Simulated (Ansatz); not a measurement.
# C2H5NSe: one species, many methods

One table from this session's results is given with a row withheld; the runs are named, their logs left out.

The runs use Ansatz 0.2.0, Gaussian basis; functionals in def2-TZVPP, the program's frozen cores in correlated methods.

Levels to be run: LDA (SPW92), PBE-D4, revPBE-D4, BLYP-D4, r2SCAN-D4, B97M-V, PBE0-D4, B3LYP-D4, r2SCANh-D4, r2SCAN0-D4, HSE06-D4, BHLYP-D4, CAM-B3LYP-D4, LC-ωPBE, ωB97X-V, ωB97M-V, B2PLYP, PBE-QIDH; CCSD(T)/def2-SVP; CCSD(T)/def2-TZVPP; MP2/def2-QZVPP; extrapolation to the limit; RPA on PBE.

### Structure used throughout

All runs share one geometry, relaxed beforehand with PBE0-D4 in a triple-zeta def2 set.

SMILES `C=NC[SeH]`, 9 atoms, charge 0, spin multiplicity 1.

Atoms are counted from 1 here; the program's logs count them from 0.

Bond lengths: C1–N2 1.260 Å, C1–H5 1.099 Å, C1–H6 1.089 Å, N2–C3 1.431 Å, C3–Se4 1.957 Å, C3–H7 1.091 Å, C3–H8 1.097 Å, Se4–H9 1.469 Å. Angles: N2–C1–H5 123.3°, N2–C1–H6 119.2°, H5–C1–H6 117.5°, C1–N2–C3 117.1°, N2–C3–Se4 111.5°, N2–C3–H7 109.5°, N2–C3–H8 114.1°, Se4–C3–H7 103.5°, Se4–C3–H8 108.5°, H7–C3–H8 109.3°, C3–Se4–H9 94.3°.

The first run:

in.yaml reads:

```yaml
crystal:
  periodic: [false, false, false]
  atoms:
    - {symbol: C, position_ang: [-0.406953, 1.373666, -0.467218]}
    - {symbol: N, position_ang: [-0.835894, 0.191555, -0.385876]}
    - {symbol: C, position_ang: [0.140147, -0.851406, -0.297409]}
    - {symbol: Se, position_ang: [0.032132, -1.790410, 1.416699]}
    - {symbol: H, position_ang: [0.662400, 1.628004, -0.475310]}
    - {symbol: H, position_ang: [-1.119468, 2.194190, -0.533386]}
    - {symbol: H, position_ang: [-0.090587, -1.628806, -1.027954]}
    - {symbol: H, position_ang: [1.172489, -0.511194, -0.443733]}
    - {symbol: H, position_ang: [0.534232, -0.651899, 2.197087]}
basis:
  gaussian: {orbitals: def2-TZVPP}
hamiltonian: {xc: lda}
output: {orbitals: {seedname: orbitals}}
```

Steps of the session up to this table: LDA; PBE-D4 (GGA); revPBE-D4 (GGA); BLYP-D4 (GGA); r2SCAN-D4 (meta-GGA); B97M-V (meta-GGA); PBE0-D4 (hybrid); B3LYP-D4 (hybrid); r2SCANh-D4 (hybrid); r2SCAN0-D4 (hybrid); HSE06-D4 (hybrid); BHLYP-D4 (hybrid); CAM-B3LYP-D4 (range-separated); LC-ωPBE (range-separated); ωB97X-V (range-separated); ωB97M-V (range-separated); B2PLYP (double hybrid); PBE-QIDH (double hybrid).

One table of the session follows, with a row left open; its other results are not shown here.

It belongs to the step «Orbital energies across the functionals». 

```
  functional  HOMO (eV)  gap (eV)
 LDA (SPW92)      -5.71      3.52
      PBE-D4      -5.56      3.61
   revPBE-D4      -5.50      3.64
     BLYP-D4      -5.39      3.58
   r2SCAN-D4      -5.80      4.05
      B97M-V      -5.88      4.23
     PBE0-D4      -6.69      5.81
    B3LYP-D4      -6.46      5.33
  r2SCANh-D4      -6.22      4.86
  r2SCAN0-D4      -6.86      6.08
    HSE06-D4          ?         ?
    BHLYP-D4      -7.69      7.95
CAM-B3LYP-D4      -8.00      8.27
     LC-ωPBE      -9.38     10.87
     ωB97X-V      -9.02     10.41
     ωB97M-V      -8.90     10.16
```

Q: Estimate the row for HSE06-D4 from the others.

**Answer.** HOMO (eV): -6.30; gap (eV): 5.03. In the column «HOMO (eV)» it lies between B3LYP-D4 (-6.46) and r2SCANh-D4 (-6.22).
